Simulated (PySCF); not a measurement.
# C₅H₃BrClN: reorganisation energies

Aim: compute the reorganisation energies of C₅H₃BrClN (`C=C/C(Cl)=C(/Br)C#N`).

Computed with PySCF 2.14.0 and routines of our own; the level stands in each step. Atoms count from 0.

## 1. The system as given

11 atoms, charge 0, multiplicity 1; geometry from: GFN2-xTB.

## 2. Relaxing the molecule at HF/def2-SV(P)

What the job is given:

```
{"job": {"xc": "HF", "basis": "def2-SV(P)", "grid": 1, "kind": "geom"}, "charge": 0, "multiplicity": 1}
C     -2.126243     0.151072    -0.032725
C     -0.860382    -0.253057     0.032371
C      0.289376     0.615610    -0.097755
Cl     0.029008     2.291617    -0.359131
C      1.554712     0.137028    -0.017738
Br     3.083607     1.255967    -0.183638
C      1.850909    -1.219030     0.193762
N      2.131175    -2.318001     0.365159
H     -2.388036     1.183441    -0.191679
H     -2.938042    -0.546118     0.072282
H     -0.620660    -1.295857     0.193127
```

Started as:

```
OMP_NUM_THREADS=1 python excited_run.py task.json out
```

This one command runs all jobs of the session in turn.

The program printed:

```text
step   0  E = -3276.72529166  max force = 0.056034
step   1  E = -3276.72630233  max force = 0.010931
step   2  E = -3276.72709945  max force = 0.007708
step   3  E = -3276.72755801  max force = 0.007039
step   4  E = -3276.72696561  max force = 0.010341
step   5  E = -3276.72769230  max force = 0.005591
step   6  E = -3276.72784484  max force = 0.002340
step   7  E = -3276.72785491  max force = 0.001861
step   8  E = -3276.72786147  max force = 0.001328
step   9  E = -3276.72786716  max force = 0.000234
optimisation converged
```

It took 71 s on 1 thread of AMD EPYC 7R43, shared host; peak memory 0.61 GiB.

Along the way: (the energy doesn't fall at every step)

| step | energy from step 0 (eV) | largest force component (eV/Å) |
| --- | --- | --- |
| 0 | 0.0000 | 2.8814 |
| 1 | -0.0275 | 0.5621 |
| 2 | -0.0492 | 0.3964 |
| 3 | -0.0617 | 0.3620 |
| 4 | -0.0456 | 0.5318 |
| 5 | -0.0653 | 0.2875 |
| 6 | -0.0695 | 0.1203 |
| 7 | -0.0697 | 0.0957 |
| 8 | -0.0699 | 0.0683 |
| 9 | -0.0701 | 0.0120 |

Distances of close pairs at the start and the end, largest changes first:

| bond | before (Å) | after (Å) | change (Å) |
| --- | --- | --- | --- |
| C4–C6 | 1.404 | 1.438 | +0.034 |
| C1–C2 | 1.447 | 1.474 | +0.027 |
| C4–Br5 | 1.902 | 1.882 | -0.020 |
| C2–C4 | 1.355 | 1.339 | -0.016 |
| C6–N7 | 1.147 | 1.134 | -0.013 |
| C0–H9 | 1.075 | 1.083 | +0.008 |
| C2–Cl3 | 1.716 | 1.724 | +0.007 |
| C0–H8 | 1.077 | 1.082 | +0.005 |

The final coordinates are the input of the step that follows.

| at the end point | value |
| --- | --- |
| point group (found at 0.08 Å tolerance) | Cs |
| rotational constants (GHz, main isotopes) | 1.600, 0.887, 0.571 |
| dipole moment (D) | 3.58 |

## 3. Relaxation after adding or removing an electron (C5H3BrClN+ (doublet)): UKS HF/def2-SV(P)

What the job is given:

```
{"job": {"kind": "ionopt", "ions": [1], "xc": "HF", "basis": "def2-SV(P)", "grid": 1}, "charge": 1, "multiplicity": 2}
C     -2.120473     0.182516    -0.038098
C     -0.862499    -0.232319     0.030048
C      0.329420     0.624725    -0.097949
Cl     0.062710     2.307347    -0.359288
C      1.576270     0.143493    -0.018705
Br     3.137139     1.183222    -0.173575
C      1.825102    -1.256087     0.198748
N      2.035269    -2.357513     0.369916
H     -2.391826     1.217312    -0.198489
H     -2.929367    -0.529732     0.068959
H     -0.656809    -1.281885     0.192492
```

Method: UKS HF/def2-SV(P) geometry optimisation of the ion from the geometry of its parent, gas phase.

The program printed:

```text
step       E/Eh        max force   <S^2>
  0   -3276.41113804   0.118337   0.9658
  1   -3276.42363423   0.030938   1.0684
  2   -3276.42326050   0.018023   1.0847
  3   -3276.42589082   0.008258   1.0774
  4   -3276.42654761   0.005496   1.0650
  5   -3276.42629961   0.004837   1.0697
  6   -3276.42676673   0.001907   1.0698
  7   -3276.42668198   0.003262   1.0669
  8   -3276.42681389   0.001425   1.0674
  9   -3276.42683750   0.000384   1.0679
 10   -3276.42683987   0.000300   1.0679
optimisation converged
```

Run time: 2.5 min. Hardware: 1 thread of AMD EPYC 7R43, shared host; peak memory 0.58 GiB.

Key values:

| quantity | value |
| --- | --- |
| geometry moved (RMSD) | 0.033 Å |
| ⟨S²⟩ | 1.068 |

Bonds of the start that changed most:

| bond | start (Å) | end (Å) |
| --- | --- | --- |
| C2–C4 | 1.339 | 1.426 |
| C1–C2 | 1.474 | 1.409 |
| C0–C1 | 1.326 | 1.379 |
| C4–Br5 | 1.882 | 1.841 |
| C2–Cl3 | 1.724 | 1.689 |
| C4–C6 | 1.438 | 1.415 |

Mulliken spin populations:

| atom | value (e) |
| --- | --- |
| C0 | 0.62 |
| C1 | -0.12 |
| C2 | -0.21 |
| Cl3 | 0.00 |
| C4 | 0.81 |
| Br5 | 0.03 |
| C6 | -0.73 |
| N7 | 0.69 |
| H8 | -0.04 |
| H9 | -0.04 |
| H10 | 0.01 |

Orbitals, density, ELF and potential are computed afterwards from the orbital file.

ELF in a plane through or near 11 of the atoms.

Values, 10 rows by 14 columns:
```
0.00 0.00 0.00 0.00 0.00 0.00 0.00 0.00 0.00 0.00 0.00 0.00 0.00 0.00
0.00 0.00 0.01 0.12 0.16 0.00 0.27 0.25 0.12 0.02 0.00 0.00 0.00 0.00
0.00 0.02 0.19 0.82 0.88 0.04 0.87 0.40 0.84 0.56 0.00 0.00 0.00 0.00
0.00 0.38 0.78 0.58 0.28 0.09 0.45 0.25 0.83 0.14 0.37 0.29 0.00 0.00
0.00 0.56 0.88 0.62 0.85 0.38 0.71 0.31 0.16 0.66 1.00 0.91 0.00 0.00
0.00 0.01 0.02 0.10 0.81 0.75 0.24 0.70 0.39 0.20 0.67 0.36 0.01 0.00
0.00 0.00 0.24 0.77 0.42 0.67 0.04 1.00 0.92 0.27 1.00 1.00 0.05 0.00
0.00 0.00 0.39 0.91 0.23 0.62 0.04 0.81 0.63 0.00 0.46 0.16 0.00 0.00
0.00 0.00 0.10 0.75 0.84 0.39 0.01 0.00 0.00 0.00 0.00 0.00 0.00 0.00
0.00 0.00 0.00 0.00 0.00 0.00 0.00 0.00 0.00 0.00 0.00 0.00 0.00 0.00
```
The map spans 11.0 Å across and 9.8 Å up, centred on the molecule. Atoms in the plane (x, y in Å): C0 (2.1, -0.2), C1 (0.8, -0.4), C2 (-0.2, 0.7), Cl3 (0.3, 2.3), C4 (-1.6, 0.4), Br5 (-2.9, 1.7), C6 (-2.0, -1.0), N7 (-2.4, -2.0), H8 (2.6, 0.8), H9 (2.8, -1.0), H10 (0.4, -1.4).

On the surface of density 0.002 e/bohr³ the electrostatic potential runs, from the 1st to the 99th percentile, from 1.80 V near N7 to 5.87 V near H10.

The spin density lies nearest to N7 22 %; C4 21 %; C6 17 % (beta excess); C0 16 %.

## 4. Relaxation after adding or removing an electron (C₅H₃BrClN− (doublet)): UKS HF/def2-SV(P)

The job, as its differences from that of step 3:

```diff
@@ -1,2 +1,2 @@
-{"job": {"kind": "ionopt", "ions": [1], "xc": "HF", "basis": "def2-SV(P)", "grid": 1}, "charge": 1, "multiplicity": 2}
+{"job": {"kind": "ionopt", "ions": [-1], "xc": "HF", "basis": "def2-SV(P)", "grid": 1}, "charge": -1, "multiplicity": 2}
 C     -2.120473     0.182516    -0.038098
```

Level: UKS HF/def2-SV(P) geometry optimisation of the ion from the geometry of its parent, gas phase.

The program printed:

```text
step       E/Eh        max force   <S^2>
  0   -3276.72564627   0.116439   0.8813
  1   -3276.74367705   0.024949   0.9246
  2   -3276.74477259   0.005036   0.9298
  3   -3276.74407997   0.013513   0.9315
  4   -3276.74509068   0.007460   0.9293
  5   -3276.74531405   0.007445   0.9282
  6   -3276.74586805   0.005383   0.9307
  7   -3276.74658435   0.005104   0.9382
  8   -3276.74749432   0.005683   0.9508
  9   -3276.74772770   0.006418   0.9677
 10   -3276.74796107   0.004353   0.9681
 11   -3276.74825253   0.002433   0.9601
 12   -3276.74830185   0.001062   0.9630
 13   -3276.74831805   0.000660   0.9651
 14   -3276.74833317   0.000449   0.9649
 15   -3276.74834220   0.000285   0.9656
optimisation converged
```

Wall time 3.4 min (1 thread of AMD EPYC 7R43, shared host); peak memory 0.67 GiB.

Key values:

| quantity | value |
| --- | --- |
| geometry moved (RMSD) | 0.490 Å |
| ⟨S²⟩ | 0.966 |

Bonds of the start that changed most:

| bond | start (Å) | end (Å) |
| --- | --- | --- |
| C4–Br5 | 1.882 | 1.964 |
| C2–C4 | 1.339 | 1.414 |
| C1–C2 | 1.474 | 1.411 |
| C2–Cl3 | 1.724 | 1.780 |
| C0–C1 | 1.326 | 1.379 |
| C4–C6 | 1.438 | 1.403 |

## 5. Reorganisation energies: UKS HF/def2-SV(P)

The job, as its differences from that of step 4:

```diff
@@ -1,2 +1,2 @@
-{"job": {"kind": "ionopt", "ions": [-1], "xc": "HF", "basis": "def2-SV(P)", "grid": 1}, "charge": -1, "multiplicity": 2}
+{"job": {"kind": "reorg", "ions": [1, -1], "xc": "HF", "basis": "def2-SV(P)", "grid": 1}, "charge": 0, "multiplicity": 1}
 C     -2.120473     0.182516    -0.038098
```

With the program's defaults for keys left out, this is: UKS HF/def2-SV(P) four-point reorganisation energy, gas phase.

The program printed:

```text
final grid: 52088 points
cycle   1  E = -3276.5122550611  dE =  8.544e-01  |g| = 8.181e-01  |ddm| = 4.117e+00
cycle   2  E = -3276.5878887422  dE = -7.563e-02  |g| = 7.548e-01  |ddm| = 1.879e+00
cycle   3  E = -3276.7233976186  dE = -1.355e-01  |g| = 9.620e-02  |ddm| = 9.545e-01
cycle   4  E = -3276.7272527871  dE = -3.855e-03  |g| = 4.258e-02  |ddm| = 2.395e-01
cycle   5  E = -3276.7278064881  dE = -5.537e-04  |g| = 1.001e-02  |ddm| = 7.294e-02
cycle   6  E = -3276.7278565971  dE = -5.011e-05  |g| = 4.404e-03  |ddm| = 2.566e-02
cycle   7  E = -3276.7278662207  dE = -9.624e-06  |g| = 1.197e-03  |ddm| = 1.149e-02
cycle   8  E = -3276.7278670665  dE = -8.458e-07  |g| = 3.873e-04  |ddm| = 3.674e-03
cycle   9  E = -3276.7278671422  dE = -7.577e-08  |g| = 1.149e-04  |ddm| = 8.588e-04
cycle  10  E = -3276.7278671539  dE = -1.170e-08  |g| = 5.375e-05  |ddm| = 3.486e-04
cycle  11  E = -3276.7278671563  dE = -2.422e-09  |g| = 2.358e-05  |ddm| = 1.405e-04
cycle  12  E = -3276.7278671571  dE = -7.863e-10  |g| = 1.340e-05  |ddm| = 7.257e-05
converged SCF energy = -3276.7278671571

hole transfer: vertical 8.5663 eV, relaxation of the ion converged
  adiabatic 8.1914 eV, lambda(ion) 0.3749, lambda(parent) 0.3917, total 0.7666 eV

electron transfer: vertical 0.0103 eV, relaxation of the ion converged
  adiabatic 0.5572 eV, lambda(ion) 0.5468, lambda(parent) 0.9723, total 1.5191 eV
```

Wall time 4.2 s (1 thread of AMD EPYC 7R43, shared host); peak memory 0.64 GiB.

## 6. Results

```
                                                  quantity                 value
                                               point group                    Cs
                      rotational constants (main isotopes)  1.60, 0.89, 0.57 GHz
         geometry moved (RMSD) (step 3, UKS HF/def2-SV(P))               0.033 Å
         geometry moved (RMSD) (step 4, UKS HF/def2-SV(P))               0.490 Å
    hole reorganisation energy (step 5, UKS HF/def2-SV(P))             0.7666 eV
electron reorganisation energy (step 5, UKS HF/def2-SV(P))             1.5191 eV
```

What this shows: The optimisation took 9 steps and gained 0.070 eV; among the close pairs (by a distance rule), C4–C6 changed most, from 1.404 to 1.438 Å. In steps 3, 4 the state is spin-contaminated. In step 3 (relaxation after adding or removing an electron), among the bonds C2–C4 changes most, from 1.339 to 1.426 Å. In step 4 (relaxation after adding or removing an electron), among the bonds C4–Br5 changes most, from 1.882 to 1.964 Å. The atoms move far more than that, so angles or torsions carry the main change. Steps that list no spin-orbit terms leave them out, which matters at and beside the heavy atoms. In step 5 the cation is spin-contaminated. In step 5 the anion is spin-contaminated.
